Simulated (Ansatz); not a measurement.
# C3H8ClInO: up Jacob's ladder to CCSD(T)

How much do the methods differ for C3H8ClInO? The plan is to run it at one geometry with functionals of several rungs and with coupled cluster. The yardstick is the atomisation energy at the CCSD(T) limit.

Program: Ansatz 0.2.0, Gaussian basis. Level of theory: functionals in def2-TZVPP, the program's frozen cores in correlated methods. These are calculated values, not measurements.

The runs, in order: PBE-D4, r2SCAN-D4, PBE0-D4, B3LYP-D4, ωB97X-V, ωB97M-V, B2PLYP; CCSD(T)/def2-TZVPP; MP2/def2-QZVPP; extrapolation to the limit.

### Step 1. The relaxed structure

All runs share one geometry, relaxed beforehand with PBE0-D4 in a triple-zeta def2 set. In takes the def2 core potential; no spin-orbit term is included.

14 atoms, charge 0, spin multiplicity 1.

Atoms are counted from 1 here; the program's logs count them from 0.

Bond lengths: C1–C2 1.513 Å, C1–H7 1.092 Å, C1–H8 1.094 Å, C1–H9 1.095 Å, C2–O3 1.409 Å, C2–H10 1.099 Å, C2–H11 1.097 Å, O3–In4 1.972 Å, In4–C5 2.121 Å, In4–Cl6 2.345 Å, C5–H12 1.090 Å, C5–H13 1.089 Å, C5–H14 1.090 Å. Angles: C2–C1–H7 110.5°, C2–C1–H8 110.9°, C2–C1–H9 110.7°, H7–C1–H8 108.5°, H7–C1–H9 108.6°, H8–C1–H9 107.6°, C1–C2–O3 112.2°, C1–C2–H10 109.4°, C1–C2–H11 109.7°, O3–C2–H10 111.6°, O3–C2–H11 106.9°, H10–C2–H11 106.9°, C2–O3–In4 122.9°, O3–In4–C5 126.7°, O3–In4–Cl6 110.0°, C5–In4–Cl6 123.3°, In4–C5–H12 109.0°, In4–C5–H13 109.9° and more.

### Step 2. PBE-D4 (GGA)

in.yaml

```yaml
crystal:
  periodic: [false, false, false]
  atoms:
    - {symbol: C, position_ang: [-1.689230, 1.561779, 0.633839]}
    - {symbol: C, position_ang: [-0.217516, 1.523369, 0.984661]}
    - {symbol: O, position_ang: [0.550729, 0.895398, -0.015181]}
    - {symbol: In, position_ang: [0.681861, -1.064319, -0.193202]}
    - {symbol: C, position_ang: [1.667600, -2.134409, -1.737176]}
    - {symbol: Cl, position_ang: [-0.373445, -2.105405, 1.624098]}
    - {symbol: H, position_ang: [-1.838314, 2.040280, -0.336869]}
    - {symbol: H, position_ang: [-2.254699, 2.119468, 1.385628]}
    - {symbol: H, position_ang: [-2.102804, 0.549203, 0.591362]}
    - {symbol: H, position_ang: [-0.087874, 1.035826, 1.960644]}
    - {symbol: H, position_ang: [0.165343, 2.546842, 1.085592]}
    - {symbol: H, position_ang: [0.954304, -2.806877, -2.212865]}
    - {symbol: H, position_ang: [2.070361, -1.438064, -2.470632]}
    - {symbol: H, position_ang: [2.473675, -2.723091, -1.299890]}
basis:
  gaussian: {orbitals: def2-TZVPP}
hamiltonian: {xc: pbe, dispersion: d4}
output: {forces: true, orbitals: {seedname: orbitals}}
```

Started as:

```
$ ansatz run in.yaml --threads 2 --pin off --events-out ev --progress --plain --max-ram 22528MiB --backend cuda --devices 0, --max-vram 18GiB
```

Further steps of the session: r2SCAN-D4 (meta-GGA); PBE0-D4 (hybrid); B3LYP-D4 (hybrid); ωB97X-V (range-separated); ωB97M-V (range-separated); B2PLYP (double hybrid); CCSD(T) in def2-TZVPP; MP2 in def2-QZVPP.

Before running them: what should the planned runs give, taken together? Wanted: atomisation energy, CCSD(T)/CBS; farthest; mean size of error, hybrid; mean size of error, range-separated; gap, smallest and largest; T1 diagnostic; triples share of the correlation energy.

**Answer**, as computed:

```
                                quantity                                           value
         atomisation energy, CCSD(T)/CBS                                 1210.9 kcal/mol
functionals within 12.1 kcal/mol (1.0 %)  r2SCAN-D4, PBE0-D4, B3LYP-D4, ωB97X-V, ωB97M-V
                                farthest                         B2PLYP (-20.0 kcal/mol)
              mean size of error, hybrid                                    6.7 kcal/mol
     mean size of error, range-separated                                    1.2 kcal/mol
               gap, smallest and largest            4.06 eV (PBE-D4), 10.76 eV (ωB97X-V)
                           T1 diagnostic                                          0.0141
 triples share of the correlation energy                                           3.7 %
```

In words: PBE-D4 is off by +15.6 kcal/mol. Double hybrids carry the basis error of their MP2 part in triple zeta, and no dispersion term here, so their miss is partly the set-up's. Misses under about 12.1 kcal/mol are within the doubt on the reference itself, which lacks core-valence correlation, spin-orbit coupling and higher excitations, and its outer-core shells are covered unevenly. All levels share the lack of spin-orbit coupling, which lowers the free heavy atoms and so the true binding. Hartree-Fock recovers 73 % of the binding; the rest is correlation. Orbital gaps span 4.1 to 10.8 eV; exact exchange widens them. Correlated methods include outer-core shells of In, which these sets cover unevenly.
